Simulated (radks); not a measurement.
**Pr⁴⁺ in [Kr] 4d10 4f1 5s2 5p5 5d1: an all-electron calculation**

What are the levels of the praseodymium ion Pr4+, how large are its shells, and how does its energy divide?

The numbers are computed with radks (a radial shooting solver on a logarithmic mesh, Libxc functionals) version 1 (Dirac Kohn-Sham, PBE, spin-unpolarised, spherical densities, finite nucleus; open shells are shared between the two j in proportion to 2j + 1), except any that are marked as measured or tabulated.

### Step 1. Starting point

```
element            : praseodymium (Z = 59)
charge             : +4
electrons          : 55
configuration      : [Kr] 4d10 4f1 5s2 5p5 5d1
nuclear rms radius : 4.8919 fm
```

Outer shells as boxes (Hund's rule):

Pr⁴⁺
```
[Kr] core
4d [↑↓][↑↓][↑↓][↑↓][↑↓]
4f [↑ ][  ][  ][  ][  ][  ][  ]
5s [↑↓]
5p [↑↓][↑↓][↑ ]
5d [↑ ][  ][  ][  ][  ]
```

### Step 2. Self-consistent calculation

The run's settings:

```text
Z 59
configuration [Kr] 4d10 4f1 5s2 5p5 5d1
relativity Dirac
functional pbe,pbe
spin unpolarised
j_filling average
nucleus finite rms 4.8919 fm
c 137.035999084
```

Q: Predict the outcome of this run.

The runs gave:

| quantity | value |
| --- | --- |
| total energy | -9238.3703 hartree |
| exchange-correlation share of it | 2.32 % |
| −T/E | 1.0756 |
| highest occupied level | 5d5/2, -36.756 eV |
| most extended occupied level | 5d5/2, <r> = 2.07 bohr |
| radius at density 0.001 e/bohr³ | 3.44 bohr |
| maxima of the radial density | 4 |

**Reading.** 5 principal shells are occupied and 4 maxima appear in the radial density; where shells overlap, one shows as a shoulder or not at all. Relativity lifts −T/E to 1.076. This is not the tabulated ground configuration, so its levels and sizes aren't those of the ground state, and no measured value stands beside it.
